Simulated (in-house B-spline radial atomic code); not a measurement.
# Ta⁹⁺: excited configurations

Wanted: excitation energies of Ta⁹⁺ as differences of total energies (ΔSCF).

Program: in-house B-spline radial atomic code version 1. Level of theory: scalar-relativistic (spin-free one-electron X2C) RPBE, spin-polarised, spherical fractional occupations, Fermi nucleus, basis-set limit. These are calculated values, not measurements, unless marked.

## (1) Starting point

```
element       : tantalum (Z = 73)
charge        : +9
electrons     : 64
configuration : [Kr] 4d10 4f13 5s2 5p3
Hamiltonian   : scalar-relativistic (X2C)
nucleus       : Fermi, rms radius 5.351 fm
```

The outer shells:

[Kr] 4d10 4f13 5s2 5p3
```
[Kr] core
4d [↑↓][↑↓][↑↓][↑↓][↑↓]
4f [↑↓][↑↓][↑↓][↑↓][↑↓][↑↓][↑ ]
5s [↑↓]
5p [↑ ][↑ ][↑ ]
```

Where spins are not typed, each open shell is filled with up spins first.

Input settings:

```ini
Z = 73
electrons = 64.0
configuration = [Kr] 4d10 4f13 5s2 5p3
hamiltonian = x2c
method = rpbe,pbe
spin_polarised = True
nucleus = fermi
rms_radius = 5.3507
mass_number = 181
atomic_mass = 180.947998528
speed_of_light = 137.035999084
```

From the earlier run of the reference: total energy -15582.162979 hartree. Levels, eight at most:

```tsv
orbital	occupation	energy (eV)	<r> (bohr)
4p down	3	-549.92	0.4854
4d up	5	-371.15	0.5201
4d down	5	-369.51	0.5192
5s up	1	-210.57	1.029
5s down	1	-205.73	1.028
4f up	7	-172.35	0.5976
5p up	3	-172.20	1.142
4f down	6	-170.17	0.5921
```

## (2) Configuration [Kr] 4d10 4f13 5s2 5p2 6d1

Settings: those of step 1 with these lines changed.

```diff
@@ -2,3 +2,3 @@
 electrons = 64.0
-configuration = [Kr] 4d10 4f13 5s2 5p3
+configuration = [Kr] 4d10 4f13 5s2 5p2 6d1
 hamiltonian = x2c
```

The program writes no log. Results of the run, from its result record (rounded, main fields):

```text
status: converged
iterations: 10
energy [hartree]: {"total": -15578.2163966, "kinetic": 17499.5901689, "nuclear": -38497.4411916, "coulomb": 5735.27110173, "xc": -315.636475611}
orbitals [hartree, bohr; first row names the columns]:
  - ["name", "occ", "eps", "<r>"]
  - ["1s up", 1.0, -2473.6659, 0.017868]
  - ["1s down", 1.0, -2473.6564, 0.017868]
  - ["2s up", 1.0, -429.94235, 0.078167]
  - ["2s down", 1.0, -429.9357, 0.078166]
  - ["2p up", 3.0, -378.72344, 0.070012]
  - ["2p down", 3.0, -378.71372, 0.070012]
  - ["3s up", 1.0, -103.10005, 0.2043]
  - ["3s down", 1.0, -103.07258, 0.20427]
  - ["3p up", 3.0, -87.780352, 0.20411]
  - ["3p down", 3.0, -87.751646, 0.20408]
  - ["3d up", 5.0, -69.340325, 0.18555]
  - ["3d down", 5.0, -69.316369, 0.18552]
  - ["4s up", 1.0, -25.713367, 0.45804]
  - ["4s down", 1.0, -25.660788, 0.45804]
  - ["4p up", 3.0, -20.650063, 0.48553]
  - ["4p down", 3.0, -20.597642, 0.48538]
  - ["4d up", 5.0, -14.022708, 0.51961]
  - ["4d down", 5.0, -13.966633, 0.51892]
  - ["4f up", 7.0, -6.7050891, 0.59286]
  - ["4f down", 6.0, -6.6340552, 0.58912]
  - ["5s up", 1.0, -8.0393024, 1.02]
  - ["5s down", 1.0, -7.8955304, 1.0199]
  - ["5p up", 2.0, -6.6016656, 1.1276]
  - ["6d up", 1.0, -2.5942312, 2.5566]
sum_r [bohr^k]: {"-1": 545.1788, "1": 27.65842, "2": 24.00563}
energy_minus_base [hartree]: 3.94658275
```

It took 0.2 s on 1 thread, shared host.

energy_minus_base is the energy less that of the reference run.

## (3) [Kr] 4d9 4f14 5s2 5p3

Settings: those of step 2 with these lines changed.

```diff
@@ -2,3 +2,3 @@
 electrons = 64.0
-configuration = [Kr] 4d10 4f13 5s2 5p2 6d1
+configuration = [Kr] 4d9 4f14 5s2 5p3
 hamiltonian = x2c
```

Result record:

```text
status: converged
iterations: 10
energy [hartree]: {"total": -15574.8327618, "kinetic": 17496.2633546, "nuclear": -38509.1719376, "coulomb": 5753.95842611, "xc": -315.882604938}
orbitals [hartree, bohr; first row names the columns]:
  - ["name", "occ", "eps", "<r>"]
  - ["1s up", 1.0, -2473.5164, 0.017868]
  - ["1s down", 1.0, -2473.5022, 0.017868]
  - ["2s up", 1.0, -429.79174, 0.07816]
  - ["2s down", 1.0, -429.75854, 0.078159]
  - ["2p up", 3.0, -378.57925, 0.070006]
  - ["2p down", 3.0, -378.54625, 0.070004]
  - ["3s up", 1.0, -102.79131, 0.20424]
  - ["3s down", 1.0, -102.77278, 0.20423]
  - ["3p up", 3.0, -87.474349, 0.20404]
  - ["3p down", 3.0, -87.45274, 0.20403]
  - ["3d up", 5.0, -69.059015, 0.18544]
  - ["3d down", 5.0, -69.02885, 0.18544]
  - ["4s up", 1.0, -25.387545, 0.4579]
  - ["4s down", 1.0, -25.320204, 0.45791]
  - ["4p up", 3.0, -20.323331, 0.48534]
  - ["4p down", 3.0, -20.256207, 0.48522]
  - ["4d up", 5.0, -13.69601, 0.51942]
  - ["4d down", 4.0, -13.625449, 0.51873]
  - ["4f up", 7.0, -6.3713442, 0.59573]
  - ["4f down", 7.0, -6.2906248, 0.5908]
  - ["5s up", 1.0, -7.7502617, 1.0281]
  - ["5s down", 1.0, -7.5811795, 1.027]
  - ["5p up", 3.0, -6.337128, 1.1409]
sum_r [bohr^k]: {"-1": 545.3396, "1": 26.38214, "2": 18.45835}
energy_minus_base [hartree]: 7.33021751
```

It took 0.19 s on 1 thread, shared host.

## (4) Run with [Kr] 4d9 4f13 5s2 5p4

Settings: those of step 3 with these lines changed.

```diff
@@ -2,3 +2,3 @@
 electrons = 64.0
-configuration = [Kr] 4d9 4f14 5s2 5p3
+configuration = [Kr] 4d9 4f13 5s2 5p4
 hamiltonian = x2c
```

Result record:

```text
status: converged
iterations: 10
energy [hartree]: {"total": -15574.6287499, "kinetic": 17497.0143472, "nuclear": -38489.0740731, "coulomb": 5732.68242371, "xc": -315.251447752}
orbitals [hartree, bohr; first row names the columns]:
  - ["name", "occ", "eps", "<r>"]
  - ["1s up", 1.0, -2473.8015, 0.017868]
  - ["1s down", 1.0, -2473.7917, 0.017868]
  - ["2s up", 1.0, -430.13798, 0.078165]
  - ["2s down", 1.0, -430.10596, 0.078163]
  - ["2p up", 3.0, -378.91734, 0.070011]
  - ["2p down", 3.0, -378.88736, 0.070009]
  - ["3s up", 1.0, -103.21153, 0.20427]
  - ["3s down", 1.0, -103.17215, 0.20423]
  - ["3p up", 3.0, -87.892976, 0.20407]
  - ["3p down", 3.0, -87.850967, 0.20403]
  - ["3d up", 5.0, -69.470719, 0.18548]
  - ["3d down", 5.0, -69.425624, 0.18544]
  - ["4s up", 1.0, -25.765081, 0.45695]
  - ["4s down", 1.0, -25.659052, 0.45705]
  - ["4p up", 3.0, -20.686173, 0.48384]
  - ["4p down", 3.0, -20.582107, 0.48393]
  - ["4d up", 5.0, -14.04071, 0.51634]
  - ["4d down", 4.0, -13.936334, 0.51632]
  - ["4f up", 7.0, -6.6874009, 0.58199]
  - ["4f down", 6.0, -6.582202, 0.58107]
  - ["5s up", 1.0, -7.8636596, 1.0181]
  - ["5s down", 1.0, -7.735739, 1.0191]
  - ["5p up", 3.0, -6.4243549, 1.1287]
  - ["5p down", 1.0, -6.2987782, 1.1332]
sum_r [bohr^k]: {"-1": 545.0647, "1": 26.68063, "2": 19.04571}
energy_minus_base [hartree]: 7.53422938
```

Run time: 0.19 s. Hardware: 1 thread, shared host.

## (5) Configuration [Kr] 4d10 4f12 5s2 5p4

Settings: those of step 4 with these lines changed.

```diff
@@ -2,3 +2,3 @@
 electrons = 64.0
-configuration = [Kr] 4d9 4f13 5s2 5p4
+configuration = [Kr] 4d10 4f12 5s2 5p4
 hamiltonian = x2c
```

Result record:

```text
status: converged
iterations: 10
energy [hartree]: {"total": -15581.9784653, "kinetic": 17504.6722084, "nuclear": -38509.5735989, "coulomb": 5738.4831961, "xc": -315.560270855}
orbitals [hartree, bohr; first row names the columns]:
  - ["name", "occ", "eps", "<r>"]
  - ["1s up", 1.0, -2473.5153, 0.017868]
  - ["1s down", 1.0, -2473.5059, 0.017868]
  - ["2s up", 1.0, -429.87993, 0.078172]
  - ["2s down", 1.0, -429.87405, 0.078172]
  - ["2p up", 3.0, -378.65087, 0.070019]
  - ["2p down", 3.0, -378.64186, 0.070019]
  - ["3s up", 1.0, -103.13266, 0.20433]
  - ["3s down", 1.0, -103.08185, 0.20428]
  - ["3p up", 3.0, -87.811181, 0.20415]
  - ["3p down", 3.0, -87.759169, 0.20409]
  - ["3d up", 5.0, -69.363083, 0.18561]
  - ["3d down", 5.0, -69.321978, 0.18553]
  - ["4s up", 1.0, -25.708749, 0.45712]
  - ["4s down", 1.0, -25.614301, 0.45719]
  - ["4p up", 3.0, -20.630915, 0.48413]
  - ["4p down", 3.0, -20.538228, 0.48414]
  - ["4d up", 5.0, -13.987233, 0.51695]
  - ["4d down", 5.0, -13.893129, 0.51672]
  - ["4f up", 7.0, -6.6521777, 0.58344]
  - ["4f down", 5.0, -6.5478348, 0.58219]
  - ["5s up", 1.0, -7.8525348, 1.0194]
  - ["5s down", 1.0, -7.7168835, 1.0205]
  - ["5p up", 3.0, -6.4159837, 1.1301]
  - ["5p down", 1.0, -6.2835264, 1.1351]
sum_r [bohr^k]: {"-1": 545.3447, "1": 26.64904, "2": 19.00003}
energy_minus_base [hartree]: 0.184514046
```

Run time: 0.19 s. Hardware: 1 thread, shared host.

## (6) 1s2 2s2 2p6 3s2 3p6 3d10 4s2 4p6 4d10 4f7,6 5s2 5p1,1 6s0,1

In configurations, two counts after a shell (as in p1,2) give the electrons with spin up and with spin down.

Settings: those of step 5 with these lines changed.

```diff
@@ -2,3 +2,3 @@
 electrons = 64.0
-configuration = [Kr] 4d10 4f12 5s2 5p4
+configuration = 1s2 2s2 2p6 3s2 3p6 3d10 4s2 4p6 4d10 4f7,6 5s2 5p1,1 6s0,1
 hamiltonian = x2c
```

Result record:

```text
status: converged
iterations: 10
energy [hartree]: {"total": -15579.3363047, "kinetic": 17501.2008765, "nuclear": -38506.6105208, "coulomb": 5741.70407797, "xc": -315.630738384}
orbitals [hartree, bohr; first row names the columns]:
  - ["name", "occ", "eps", "<r>"]
  - ["1s up", 1.0, -2473.5479, 0.017868]
  - ["1s down", 1.0, -2473.5502, 0.017868]
  - ["2s up", 1.0, -429.83673, 0.078167]
  - ["2s down", 1.0, -429.83739, 0.078166]
  - ["2p up", 3.0, -378.61593, 0.070013]
  - ["2p down", 3.0, -378.6167, 0.070012]
  - ["3s up", 1.0, -102.99563, 0.2043]
  - ["3s down", 1.0, -102.97487, 0.20427]
  - ["3p up", 3.0, -87.675315, 0.20411]
  - ["3p down", 3.0, -87.654523, 0.20408]
  - ["3d up", 5.0, -69.23542, 0.18555]
  - ["3d down", 5.0, -69.219871, 0.18552]
  - ["4s up", 1.0, -25.605005, 0.45802]
  - ["4s down", 1.0, -25.566284, 0.45809]
  - ["4p up", 3.0, -20.541234, 0.48542]
  - ["4p down", 3.0, -20.503921, 0.48555]
  - ["4d up", 5.0, -13.911921, 0.51921]
  - ["4d down", 5.0, -13.876127, 0.5195]
  - ["4f up", 7.0, -6.5875295, 0.59082]
  - ["4f down", 6.0, -6.5540135, 0.59266]
  - ["5s up", 1.0, -7.8828275, 1.0203]
  - ["5s down", 1.0, -7.8765592, 1.023]
  - ["5p up", 1.0, -6.4461657, 1.1315]
  - ["5p down", 1.0, -6.447544, 1.1359]
  - ["6s down", 1.0, -3.7399841, 1.9704]
sum_r [bohr^k]: {"-1": 545.3078, "1": 27.09596, "2": 21.09235}
energy_minus_base [hartree]: 2.82667465
```

Run time: 0.2 s. Hardware: 1 thread, shared host.

## (7) Run with 1s2 2s2 2p6 3s2 3p6 3d10 4s2 4p6 4d10 4f7,6 5s2 5p0,2 6f1,0

Settings: those of step 6 with these lines changed.

```diff
@@ -2,3 +2,3 @@
 electrons = 64.0
-configuration = 1s2 2s2 2p6 3s2 3p6 3d10 4s2 4p6 4d10 4f7,6 5s2 5p1,1 6s0,1
+configuration = 1s2 2s2 2p6 3s2 3p6 3d10 4s2 4p6 4d10 4f7,6 5s2 5p0,2 6f1,0
 hamiltonian = x2c
```

Result record:

```text
status: converged
iterations: 10
energy [hartree]: {"total": -15577.4393117, "kinetic": 17498.7929587, "nuclear": -38491.1600026, "coulomb": 5730.4614614, "xc": -315.533729198}
orbitals [hartree, bohr; first row names the columns]:
  - ["name", "occ", "eps", "<r>"]
  - ["1s up", 1.0, -2473.7426, 0.017868]
  - ["1s down", 1.0, -2473.7522, 0.017868]
  - ["2s up", 1.0, -430.02007, 0.078166]
  - ["2s down", 1.0, -430.02405, 0.078166]
  - ["2p up", 3.0, -378.79851, 0.070012]
  - ["2p down", 3.0, -378.80622, 0.070011]
  - ["3s up", 1.0, -103.16923, 0.2043]
  - ["3s down", 1.0, -103.15083, 0.20427]
  - ["3p up", 3.0, -87.84852, 0.20411]
  - ["3p down", 3.0, -87.831207, 0.20407]
  - ["3d up", 5.0, -69.408992, 0.18555]
  - ["3d down", 5.0, -69.397351, 0.18551]
  - ["4s up", 1.0, -25.777425, 0.458]
  - ["4s down", 1.0, -25.745617, 0.45812]
  - ["4p up", 3.0, -20.713367, 0.48532]
  - ["4p down", 3.0, -20.683828, 0.48563]
  - ["4d up", 5.0, -14.082007, 0.51879]
  - ["4d down", 5.0, -14.057351, 0.51979]
  - ["4f up", 7.0, -6.7492832, 0.58826]
  - ["4f down", 6.0, -6.7389222, 0.59386]
  - ["5s up", 1.0, -7.9980588, 1.0182]
  - ["5s down", 1.0, -8.086433, 1.021]
  - ["5p down", 2.0, -6.6517835, 1.1294]
  - ["6f up", 1.0, -1.8785161, 3.2456]
sum_r [bohr^k]: {"-1": 545.0929, "1": 28.34698, "2": 28.66011}
energy_minus_base [hartree]: 4.72366763
```

Run time: 0.2 s. Hardware: 1 thread, shared host.

## (8) All configurations in order

| net move | configuration | 2|M_S|+1 | energy above the reference (eV) | largest <r> (bohr) |
| --- | --- | --- | --- | --- |
| 4f → 5p | [Kr] 4d10 4f12 5s2 5p4 | 5 | 5.021 | 1.14 |
| 5p → 6s, spins typed | 1s2 2s2 2p6 3s2 3p6 3d10 4s2 4p6 4d10 4f7,6 5s2 5p1,1 6s0,1 | 1 | 76.918 | 1.97 |
| 5p → 6d | [Kr] 4d10 4f13 5s2 5p2 6d1 | 5 | 107.39 | 2.56 |
| 5p → 6f, spins typed | 1s2 2s2 2p6 3s2 3p6 3d10 4s2 4p6 4d10 4f7,6 5s2 5p0,2 6f1,0 | 1 | 128.54 | 3.25 |
| 4d → 4f | [Kr] 4d9 4f14 5s2 5p3 | 5 | 199.47 | 1.14 |
| 4d → 5p | [Kr] 4d9 4f13 5s2 5p4 | 5 | 205.02 | 1.13 |

**Reading.** The energies run from 5.021 eV (4f → 5p) to 205.02 eV (4d → 5p). The reference has 2|M_S|+1 = 5; 2 of the configurations differ from it in spin. These are spherical averages at the typed spins, not spectroscopic levels.
